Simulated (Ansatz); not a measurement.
# GdO: the cost of one run

Method: DFT PBE+U, scalar-relativistic, plane waves, PAW, in Ansatz 0.2.0.

1 further run of the same task is left out (set aside as unsound or not needed).

## (1) The starting structure

The structure is cubic, space group F-43m (No. 216). The conventional cell has a = 5.397 Å, b = 5.397 Å, c = 5.397 Å, α = 90.00°, β = 90.00°, γ = 90.00°. Gd (site symmetry -43m) is surrounded by 4 O at 2.34 Å. O (site symmetry -43m) is surrounded by 4 Gd at 2.34 Å.

Structure file:

```cif
data_structure
_symmetry_space_group_name_H-M 'F-43m'
_symmetry_Int_Tables_number 216
_cell_length_a 5.3973
_cell_length_b 5.3973
_cell_length_c 5.3973
_cell_angle_alpha 90.000
_cell_angle_beta 90.000
_cell_angle_gamma 90.000
_cell_volume 157.23
loop_
_atom_site_label
_atom_site_type_symbol
_atom_site_symmetry_multiplicity
_atom_site_Wyckoff_symbol
_atom_site_fract_x
_atom_site_fract_y
_atom_site_fract_z
_atom_site_occupancy
Gd1 Gd 4 a 0.00000 0.00000 0.00000 1
O1 O 4 d 0.25000 0.25000 0.75000 1
```

It is the result of an earlier relaxation at this level (volume 19.65 Å³/atom; gap on the mesh: none (metal), site moments up to 7.0 μB).

## (2) Seeding the f shells in the cell of the plane

The input, input.yaml:

```yaml
crystal:
  lattice:
    - [3.8164450472, 0.0, 0.0]
    - [-1.9082225236, 3.305138363, 0.0]
    - [1.9082225236, -1.1017127877, 3.1161143323]
  atoms:
    - { symbol: Gd, position: [0.0, 0.0, 0.0], spin: 7.72 }
    - { symbol: O, position: [0.25, 0.75, 0.25] }
basis:
  ecutwfc: 420
kpoints:
  mp_grid: { grid: [5, 5, 5] }
hamiltonian:
  xc: pbe
  hubbard: { sites: [{ species: Gd, l: f, u_eff: 6.0 }] }
scf:
  occupations: { method: gaussian, width: 0.1 }
output:
  forces: true
  stress: true
  eigenvalues: true
  hubbard: { sites: [{ species: Gd, l: f }] }
  populations: true
magnetization:
  spin_polarized: true
```

Started as:

```sh
$ ansatz run input.yaml --threads 4 --pin off --max-ram 10240MiB --backend cpu --events-out ev --progress --plain --runs-dir out
```

What time and memory should one allow on 4 threads of Intel Xeon Platinum 8259CL at 2.50GHz (Skylake/Cascade Lake), shared host?

About 2.9 s, with a peak of 0.43 GiB.
